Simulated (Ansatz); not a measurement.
# Re: the cost of one run

Computed with Ansatz 0.2.0 (DFT PBEsol, scalar-relativistic, plane waves, PAW, unless a step's input says otherwise).

4 further runs of the same task are left out: 1 that didn't finish, 3 set aside as unsound or not needed.

## (1) The system as given

The structure is hexagonal, space group P6_3/mmc (No. 194). Conventional cell: a = 2.750 Å, b = 2.750 Å, c = 4.443 Å, α = 90.00°, β = 90.00°, γ = 120.00°. Around Re (site symmetry -6m2) lie 12 Re at 2.73 to 2.75 Å.

Coordinates:

```xyz
4
Lattice="2.7503 0.0000 0.0000 -1.3751 2.3818 0.0000 0.0000 0.0000 8.8866" Properties=species:S:1:pos:R:3 pbc="T T T"
Re    0.0000    1.5879    1.1108
Re    0.0000    1.5879    5.5541
Re    1.3751    0.7939    3.3325
Re    1.3751    0.7939    7.7758
```

It goes back to an entry of the Materials Project.

It is built from the cell relaxed beforehand with the same method (14.55 Å³/atom).

## (2) Zero of the scan

Contents of input.yaml:

```yaml
crystal:
  lattice:
    - [2.7502953086, 0.0, 0.0]
    - [-1.3751476543, 2.3818256051, 0.0]
    - [0.0, 0.0, 8.8865804656]
  atoms:
    - { symbol: Re, position: [0.3333333333, 0.6666666667, 0.125] }
    - { symbol: Re, position: [0.3333333333, 0.6666666667, 0.625] }
    - { symbol: Re, position: [0.6666666667, 0.3333333333, 0.375] }
    - { symbol: Re, position: [0.6666666667, 0.3333333333, 0.875] }
basis:
  ecutwfc: 420
kpoints:
  mp_grid: { grid: [15, 15, 4] }
hamiltonian:
  xc: pbesol
scf:
  occupations: { method: gaussian, width: 0.15 }
output:
  forces: true
  stress: true
  eigenvalues: true
```

Launch:

```sh
$ ansatz run input.yaml --threads 1 --pin off --max-ram 2560MiB --backend cpu --events-out ev --progress --plain --runs-dir out
```

What time and memory should one allow on 1 thread of Arm Neoverse V1, shared host?

About 6.6 s, with a peak of 0.38 GiB.
